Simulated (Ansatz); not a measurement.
# LaYO: the cost of one run

Method: DFT PBE, scalar-relativistic, plane waves, PAW, in Ansatz 0.2.0.

**1. Starting point**

The structure is hexagonal, space group P-6m2 (No. 187). The conventional cell has a = 4.279 Å, b = 4.279 Å, c = 4.225 Å, α = 90.00°, β = 90.00°, γ = 120.00°. La (site symmetry -6m2) is surrounded by 6 O at 3.25 Å and 6 Y at 3.25 Å. Y (site symmetry -6m2) has 3 O at 2.47 Å as nearest neighbours. O (site symmetry -6m2) is surrounded by 3 Y at 2.47 Å and 6 La at 3.25 Å.

Structure file:

```cif
data_structure
_symmetry_space_group_name_H-M 'P 1'
_symmetry_Int_Tables_number 1
_cell_length_a 4.2789
_cell_length_b 4.2789
_cell_length_c 4.2251
_cell_angle_alpha 90.000
_cell_angle_beta 90.000
_cell_angle_gamma 120.000
_cell_volume 66.99
loop_
_atom_site_label
_atom_site_type_symbol
_atom_site_fract_x
_atom_site_fract_y
_atom_site_fract_z
_atom_site_occupancy
La1 La 0.66667 0.33333 0.00000 1
Y1 Y 0.00000 0.00000 0.50000 1
O1 O 0.33333 0.66667 0.50000 1
```

Recipe of the guess: species swapped into a database cell of GdCuSi (P-6m2, No. 187), with La on the Gd sites, O on the Si sites and Y on the Cu sites. The dimensions are guesses.

**2. Probe: one point on a coarse mesh**

Contents of input.yaml:

```yaml
crystal:
  lattice:
    - [4.27886859, 0.0, 0.0]
    - [-2.1394343, 3.7056089, 0.0]
    - [0.0, 0.0, 4.22513746]
  atoms:
    - { symbol: La, position: [0.66666667, 0.33333333, 0.0] }
    - { symbol: "Y", position: [0.0, 0.0, 0.5] }
    - { symbol: O, position: [0.33333333, 0.66666667, 0.5] }
basis:
  ecutwfc: 420
kpoints:
  mp_grid: { grid: [6, 6, 4] }
hamiltonian:
  xc: pbe
scf:
  occupations: { method: gaussian, width: 0.1 }
  lower_state_search: "off"
output:
  forces: true
  stress: true
  eigenvalues: true
```

Run with:

```sh
$ ansatz run input.yaml --threads 1 --pin off --max-ram 2560MiB --backend cpu --events-out ev --progress --plain --runs-dir out
```

**Question.** How long does this run take on 1 thread of Intel Xeon Platinum 8559C (Emerald Rapids), shared host, and how much memory does it need?

About 1.5 s, with a peak of 0.42 GiB.
